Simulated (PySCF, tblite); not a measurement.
# C14H12O: excited states

Wanted: excited states for C14H12O (`O=Cc1ccc(Cc2ccccc2)cc1`).

Computed with tblite 0.8.0 and PySCF 2.14.0 and routines of our own; the level stands in each step. Atoms count from 0.

### 1 The starting structure

27 atoms, charge 0, multiplicity 1; geometry from: force field or distance geometry start.

### 2 Geometry optimisation with GFN2-xTB

What the job is given:

```
{"job": {"kind": "relax", "xc": "GFN2-xTB", "basis": "xTB"}, "charge": 0, "multiplicity": 1}
O     -4.804600     0.138300     2.716700
C     -4.292200     0.739000     1.774200
C     -3.090300     0.203200     1.087000
C     -2.554300     0.937500     0.012900
C     -1.430100     0.434400    -0.636400
C     -0.846700    -0.778400    -0.254700
C      0.377800    -1.307500    -0.978200
C      1.616100    -0.443900    -0.817900
C      2.163000     0.210500    -1.928900
C      3.293500     1.006400    -1.784000
C      3.898300     1.145100    -0.541800
C      3.363200     0.489400     0.569600
C      2.223000    -0.300800     0.438600
C     -1.399700    -1.494200     0.813000
C     -2.532100    -0.995100     1.484300
H     -4.686300     1.699200     1.434600
H     -2.986000     1.877600    -0.293100
H     -1.005200     1.001500    -1.467400
H      0.620000    -2.318300    -0.615600
H      0.125700    -1.427600    -2.029200
H      1.698000     0.122600    -2.907900
H      3.714400     1.519800    -2.651300
H      4.794300     1.773100    -0.417900
H      3.829700     0.594500     1.541400
H      1.822500    -0.799500     1.307100
H     -0.978000    -2.438300     1.144200
H     -2.954200    -1.561900     2.311000
```

Run with:

```bash
OMP_NUM_THREADS=1 python excited_run.py task.json out
```

This one command runs all jobs of the session in turn.

The program printed:

```text
step      E/eV     max force
  0   -1091.64626    2.259
  1   -1091.70591    2.151
  2   -1091.75040    0.466
  3   -1091.76668    0.294
  4   -1091.78112    0.223
  5   -1091.78586    0.099
  6   -1091.78764    0.102
  7   -1091.79017    0.115
  8   -1091.79161    0.094
  9   -1091.79290    0.084
 10   -1091.79389    0.089
 11   -1091.79489    0.085
 12   -1091.79575    0.056
 13   -1091.79641    0.046
 14   -1091.79691    0.048
 15   -1091.79741    0.047
 16   -1091.79797    0.050
 17   -1091.79851    0.049
 18   -1091.79898    0.057
 19   -1091.79938    0.052
 20   -1091.79976    0.037
 21   -1091.80014    0.038
 22   -1091.80047    0.038
 23   -1091.80080    0.046
 24   -1091.80115    0.046
 25   -1091.80148    0.036
 26   -1091.80175    0.031
 27   -1091.80197    0.028
 28   -1091.80217    0.029
 29   -1091.80235    0.023
 30   -1091.80250    0.024
 31   -1091.80264    0.030
 32   -1091.80280    0.035
 33   -1091.80300    0.035
 34   -1091.80323    0.033
 35   -1091.80343    0.031
 36   -1091.80361    0.026
 37   -1091.80377    0.032
 38   -1091.80393    0.032
 39   -1091.80407    0.028
 40   -1091.80420    0.028
 41   -1091.80433    0.034
 42   -1091.80450    0.038
 43   -1091.80472    0.038
 44   -1091.80498    0.042
 45   -1091.80523    0.036
 46   -1091.80546    0.028
 47   -1091.80569    0.033
 48   -1091.80593    0.034
 49   -1091.80617    0.035
 50   -1091.80641    0.028
 51   -1091.80663    0.030
 52   -1091.80684    0.030
 53   -1091.80701    0.033
 54   -1091.80714    0.028
 55   -1091.80726    0.023
 56   -1091.80737    0.023
 57   -1091.80748    0.022
 58   -1091.80757    0.025
 59   -1091.80766    0.024
 60   -1091.80777    0.023
 61   -1091.80787    0.019
 62   -1091.80798    0.021
 63   -1091.80809    0.023
 64   -1091.80823    0.028
 65   -1091.80841    0.034
 66   -1091.80863    0.032
 67   -1091.80885    0.026
 68   -1091.80909    0.028
 69   -1091.80938    0.039
 70   -1091.80968    0.041
 71   -1091.80991    0.029
 72   -1091.81004    0.021
 73   -1091.81012    0.018
 74   -1091.81018    0.016
 75   -1091.81023    0.016
 76   -1091.81027    0.017
 77   -1091.81030    0.014
 78   -1091.81032    0.008
```

Wall time 0.73 s (1 thread of Arm Neoverse V2, shared host); peak memory 0.18 GiB.

Relaxation path: (not every step is listed)

| step | energy from step 0 (eV) | largest force (eV/Å) |
| --- | --- | --- |
| 0 | 0.0000 | 2.2595 |
| 1 | -0.0596 | 2.1513 |
| 2 | -0.1041 | 0.4663 |
| 3 | -0.1204 | 0.2945 |
| 4 | -0.1349 | 0.2225 |
| 5 | -0.1396 | 0.0994 |
| 6 | -0.1414 | 0.1016 |
| 7 | -0.1439 | 0.1154 |
| 8 | -0.1454 | 0.0941 |
| 14 | -0.1507 | 0.0477 |
| 20 | -0.1535 | 0.0366 |
| 26 | -0.1555 | 0.0313 |
| 32 | -0.1565 | 0.0349 |
| 38 | -0.1577 | 0.0323 |
| 44 | -0.1587 | 0.0417 |
| 50 | -0.1601 | 0.0276 |
| 56 | -0.1611 | 0.0227 |
| 62 | -0.1617 | 0.0215 |
| 68 | -0.1628 | 0.0280 |
| 73 | -0.1639 | 0.0180 |
| 74 | -0.1639 | 0.0164 |
| 75 | -0.1640 | 0.0162 |
| 76 | -0.1640 | 0.0170 |
| 77 | -0.1640 | 0.0140 |
| 78 | -0.1641 | 0.0079 |

Close pairs (by a distance rule), those that changed most:

| bond | before (Å) | after (Å) | change (Å) |
| --- | --- | --- | --- |
| C13–C14 | 1.408 | 1.380 | -0.028 |
| O0–C1 | 1.230 | 1.206 | -0.024 |
| C10–H22 | 1.101 | 1.080 | -0.021 |
| C1–C2 | 1.485 | 1.465 | -0.020 |
| C1–H15 | 1.092 | 1.110 | +0.018 |
| C2–C14 | 1.380 | 1.395 | +0.015 |
| C5–C6 | 1.517 | 1.503 | -0.014 |
| C3–C4 | 1.392 | 1.379 | -0.014 |

The final coordinates are the input of the step that follows.

### 3 Infrared spectrum with GFN2-xTB

What the job is given:

```
{"job": {"kind": "ir", "xc": "GFN2-xTB", "basis": "xTB"}, "charge": 0, "multiplicity": 1}
O     -4.680815     0.280157     2.745330
C     -4.120648     0.798068     1.811847
C     -2.979032     0.236424     1.086270
C     -2.410683     0.920824     0.010934
C     -1.338010     0.379759    -0.665019
C     -0.807829    -0.852468    -0.288915
C      0.377529    -1.407321    -1.028700
C      1.565525    -0.496079    -0.847107
C      2.106520     0.201713    -1.917167
C      3.183255     1.051952    -1.730937
C      3.727123     1.216888    -0.469528
C      3.189811     0.527782     0.605217
C      2.115488    -0.321931     0.417263
C     -1.372915    -1.531360     0.785227
C     -2.447438    -0.996662     1.465688
H     -4.453307     1.783295     1.424201
H     -2.817722     1.876532    -0.288037
H     -0.896787     0.912090    -1.495143
H      0.614530    -2.404773    -0.652452
H      0.139617    -1.489009    -2.091769
H      1.686752     0.076985    -2.905790
H      3.596511     1.587443    -2.573270
H      4.565471     1.881605    -0.323077
H      3.608393     0.654816     1.592873
H      1.695300    -0.856102     1.257612
H     -0.969793    -2.487958     1.085905
H     -2.896742    -1.516247     2.298935
```

The program printed:

```text
mode    cm-1     km/mol
  1      13.2      0.59
  2      23.6      0.74
  3      41.5      0.20
  4      88.8      4.72
  5     148.9      7.17
  6     169.9      5.58
  7     201.0      0.31
  8     274.9      1.51
  9     305.0      1.10
 10     348.5      0.33
 11     369.7      0.21
 12     371.0      0.07
 13     405.8      0.96
 14     459.3      4.93
 15     478.3      1.57
 16     559.4      4.23
 17     589.9      0.93
 18     598.4      2.69
 19     618.8      4.34
 20     661.5      0.79
 21     684.7      0.66
 22     742.0     40.67
 23     777.1      8.06
 24     804.5     14.80
 25     837.2      7.40
 26     871.2      0.34
 27     877.7     11.96
 28     878.2      9.57
 29     901.2      0.88
 30     917.4      0.08
 31     929.4      0.15
 32     929.6      0.01
 33     931.4      0.46
 34     932.5      0.28
 35     936.5      4.27
 36     988.3      3.10
 37    1016.9      0.80
 38    1086.1      0.23
 39    1112.4      1.96
 40    1132.2      1.71
 41    1142.3      0.56
 42    1182.0     35.99
 43    1182.5      0.09
 44    1200.6      1.42
 45    1208.3      1.36
 46    1226.7      8.93
 47    1249.9     48.89
 48    1269.3     63.81
 49    1280.0      4.93
 50    1296.8      6.48
 51    1325.8      2.60
 52    1335.0     15.88
 53    1378.9     35.00
 54    1423.2      0.14
 55    1441.9      0.42
 56    1465.6      1.93
 57    1480.0      5.20
 58    1483.3      7.96
 59    1572.7      7.46
 60    1592.8    135.21
 61    1594.8     35.58
 62    1606.2      4.77
 63    1740.9    451.02
 64    2741.2    145.54
 65    2970.5     19.32
 66    2980.5     30.05
 67    3066.0     21.47
 68    3071.1     15.39
 69    3072.9      7.33
 70    3075.2     25.27
 71    3078.5     17.48
 72    3084.4     87.11
 73    3086.6     36.46
 74    3093.9     49.68
 75    3095.3     10.43
```

Run time: 1.5 s. Hardware: 1 thread of Arm Neoverse V2, shared host; peak memory 0.18 GiB.

Which atoms move in the most intense modes:

| cm⁻¹ | km/mol | atoms |
| --- | --- | --- |
| 742 | 40.7 | H22 15 %, H21 12 %, H23 12 % |
| 1250 | 48.9 | C2 24 %, C5 16 % |
| 1269 | 63.8 | H16 15 %, H25 14 %, C5 12 %, C6 11 % |
| 1593 | 135.2 | C13 16 %, C3 15 %, C4 14 %, C14 12 % |
| 1741 | 451.0 | C1 60 %, O0 38 % |
| 2741 | 145.5 | H15 94 % |
| 3084 | 87.1 | H23 34 %, H21 30 %, H24 21 % |
| 3094 | 49.7 | H22 47 %, H23 23 %, H21 16 % |

### 4 Excited states: TDA PBE0/def2-SVP

The job, as its differences from that of step 3:

```diff
@@ -1,2 +1,2 @@
-{"job": {"kind": "ir", "xc": "GFN2-xTB", "basis": "xTB"}, "charge": 0, "multiplicity": 1}
+{"job": {"kind": "states", "xc": "PBE0", "basis": "def2-SVP", "tda": true, "soc": true, "nstates": 5, "ntriplets": 5, "nquad": 4}, "charge": 0, "multiplicity": 1}
 O     -4.680815     0.280157     2.745330
```

With the program's defaults for keys left out, this is: TDA PBE0/def2-SVP excited states, vertical, gas phase, spin-orbit mean-field couplings.

The program printed:

```text
coarse grid: 23736 points
cycle   1  E = -614.5267542004  dE =  2.777e+00  |g| = 8.111e-01  |ddm| = 6.605e+00
cycle   2  E = -614.1332115535  dE =  3.935e-01  |g| = 1.614e+00  |ddm| = 3.575e+00
cycle   3  E = -614.6682850612  dE = -5.351e-01  |g| = 1.932e-01  |ddm| = 2.756e+00
cycle   4  E = -614.6770365767  dE = -8.752e-03  |g| = 6.713e-02  |ddm| = 3.501e-01
cycle   5  E = -614.6780281637  dE = -9.916e-04  |g| = 2.294e-02  |ddm| = 1.136e-01
cycle   6  E = -614.6781565379  dE = -1.284e-04  |g| = 7.500e-03  |ddm| = 3.380e-02
cycle   7  E = -614.6781710052  dE = -1.447e-05  |g| = 2.544e-03  |ddm| = 1.203e-02
cycle   8  E = -614.6781725660  dE = -1.561e-06  |g| = 7.994e-04  |ddm| = 4.197e-03
final grid: 232584 points
cycle   9  E = -614.7759959408  dE = -4.408e-05  |g| = 1.214e-02  |ddm| = 6.327e-02
cycle  10  E = -614.7759365617  dE =  5.938e-05  |g| = 2.111e-02  |ddm| = 4.033e-02
cycle  11  E = -614.7760290171  dE = -9.246e-05  |g| = 3.356e-03  |ddm| = 2.821e-02
cycle  12  E = -614.7760315298  dE = -2.513e-06  |g| = 3.315e-04  |ddm| = 4.186e-03
cycle  13  E = -614.7760315495  dE = -1.969e-08  |g| = 1.925e-04  |ddm| = 6.792e-04
cycle  14  E = -614.7760315594  dE = -9.898e-09  |g| = 5.136e-05  |ddm| = 2.864e-04
cycle  15  E = -614.7760315600  dE = -6.221e-10  |g| = 1.913e-05  |ddm| = 8.612e-05
converged SCF energy = -614.7760315600

Singlet excitations
state   eV       nm        f     d(h-e)  d(exc)  Lambda  PR(NTO)  |dmu|/D   mu/D   main configurations
  1   3.7485   330.8   0.00007   1.357   2.868   0.449   1.002    3.753    1.294   H-1->L 0.94
  2   4.7566   260.7   0.12446   4.449   5.692   0.549   1.053   15.477   18.784   H->L 0.87
  3   5.0053   247.7   0.01992   1.034   3.463   0.602   1.681    3.040    6.534   H-4->L 0.64, H->L+1 0.15, H-3->L+1 0.09
  4   5.1178   242.3   0.00402   5.231   6.152   0.300   1.051   18.730   22.005   H-2->L 0.91
  5   5.5329   224.1   0.34684   1.256   3.593   0.649   1.728                     H-3->L 0.64, H->L+2 0.08

Triplet excitations (Tamm-Dancoff)
state   eV     d(h-e)  d(exc)  Lambda  PR(NTO)   main configurations
  1   3.1775   1.182   2.704   0.445   1.004   H-1->L 0.90
  2   3.4756   0.552   3.127   0.596   1.167   H->L 0.49, H-3->L 0.39
  3   4.1073   0.089   2.634   0.700   1.981   H-2->L+2 0.20, H->L+3 0.17, H->L+2 0.14
  4   4.2265   0.803   3.026   0.583   1.113   H-4->L 0.90
  5   4.5975   0.758   3.295   0.712   1.641   H-4->L+1 0.53, H->L 0.16
S1 - T1 = 0.5710 eV

Spin-orbit couplings |<S|Hso|T>| (cm-1)
             T1       T2       T3       T4       T5
S0       48.500    0.652    0.752    0.106    0.949
S1        0.168   18.554    1.066    3.473    3.402
S2        5.131    1.064    0.577    0.569    0.185
S3        1.221    0.289    0.158    0.123    0.119
S4        0.961    0.412    0.376    0.273    0.194
S5       13.788    0.695    0.531    0.109    0.694
T1 sublevels (cm-1): 0.000 0.000 0.222   radiative rates (1/s): 0.00238 0.0394 1.14e+03
```

Run time: 1.9 min. Hardware: 1 thread of Arm Neoverse V2, shared host; peak memory 1.3 GiB.

From this job:

| quantity | value |
| --- | --- |
| S1 less T1 | 0.57 eV |

The fields below are evaluated on a grid from the run's orbitals.

Frontier orbitals at PBE0/def2-SVP, with the share of their density that lies nearest to each atom:

| orbital | energy (eV) | lies on |
| --- | --- | --- |
| HOMO | -7.06 | C7, C10 about 17 % each; C2, C5, C12 about 9 % each; C4, C9 about 7 % each |
| LUMO | -1.69 | C1 20 %; O0 18 %; C5 15 % |

ELF in a plane through or near 7 of the atoms.

Ten even steps from ' ' (0.00) to '@' (1.00):
```
                                                        
                                                        
                                                        
                                  --++                  
          ==##::          ::--    ##%%--                
        ::@@@@##          %%@@::  ##%%--                
        ++@@@@@@------..  @@@@##==****::                
        --@@@@%%******--  ##@@==%%**++==..              
          --**++@@::****    ++**++**##**==..            
          ::++##%%--@@**==  ##@@==  ::**++..            
          ..----++##++..##----::==  --**==              
                ..++==--%%++++**##**##**--              
                  --++------::**--==%%++==              
                  ::::  ::--  **##**==--==..            
                        ..::  @@@@%%    ..              
                              @@@@@@                    
                              %%@@**                    
                                                        
                                                        
                                                        
```
The map spans 15.8 Å across and 10.0 Å up, centred on the molecule. Atoms in the plane (x, y in Å): C4 (1.0, 0.9), C5 (0.7, -0.4), C7 (-1.7, -0.4), C8 (-2.6, 0.6), C13 (1.7, -1.4), H17 (0.3, 1.7), H25 (1.5, -2.4).

log10 of the density (e/Å³) in the same plane.

Ten even steps from ' ' (-4.0) to '@' (1.6):
```
                                                        
                                                        
                                ........                
          ..::....        ....::::----::....            
        ::--------::::..::------==++++==::::....        
      ..::==++++==----::--==++++++++++==--::::..        
      ..--++****++++====--++##********++==----::..      
      ..--++**********====++########**++====--::..      
      ..--==****######**==++##@@##******++==----..      
        ::==++**########**++####**++****++==----::      
        ::--==++****####****##%%**++****++==--::..      
        ..::--====**######**########****++--::::        
          ....::--++++********##%%##****++--::..        
              ..--====++++++++**####**++==--::          
                ::------======**##**====--::..          
                  ..::::----==++**++==--::::            
                      ....::::====--::....              
                            ..::::::..                  
                                ..                      
                                                        
```
The map spans 15.8 Å across and 10.0 Å up, centred on the molecule. Atoms in the plane (x, y in Å): C4 (1.0, 0.9), C5 (0.7, -0.4), C7 (-1.7, -0.4), C8 (-2.6, 0.6), C13 (1.7, -1.4), H17 (0.3, 1.7), H25 (1.5, -2.4).

On the surface of density 0.002 e/bohr³ the electrostatic potential runs, from the 1st to the 99th percentile, from -1.65 V near O0 to 0.99 V near H16.

### 5 Summary of results

| quantity | value |
| --- | --- |
| strongest single infrared mode (GFN2-xTB) | 1741 cm⁻¹, 451 km/mol |
| zero-point energy (GFN2-xTB) | 133.1 kcal/mol |
| S1 less T1 (step 4, TDA PBE0/def2-SVP) | 0.57 eV |
| surface potential, 1st and 99th percentile | -1.65 V and 0.99 V |

In words: All 75 modes are real, so the xTB geometry is a minimum. The strongest single mode, at 1741 cm⁻¹, moves mainly C1 and O0. Unscaled tight-binding wavenumbers are off by several per cent, some by more. Its intensities can rank the bands wrongly. In step 4, the number of triplets below S1 is 2, and the largest singlet-triplet spin-orbit coupling is S0–T1, 48.50 cm⁻¹. At PBE0/def2-SVP, counted by nearest atom on the grid, the HOMO lies on C7, C10 about 17 % each; C2, C5, C12 about 9 % each, the LUMO on C1 20 %; O0 18 %.
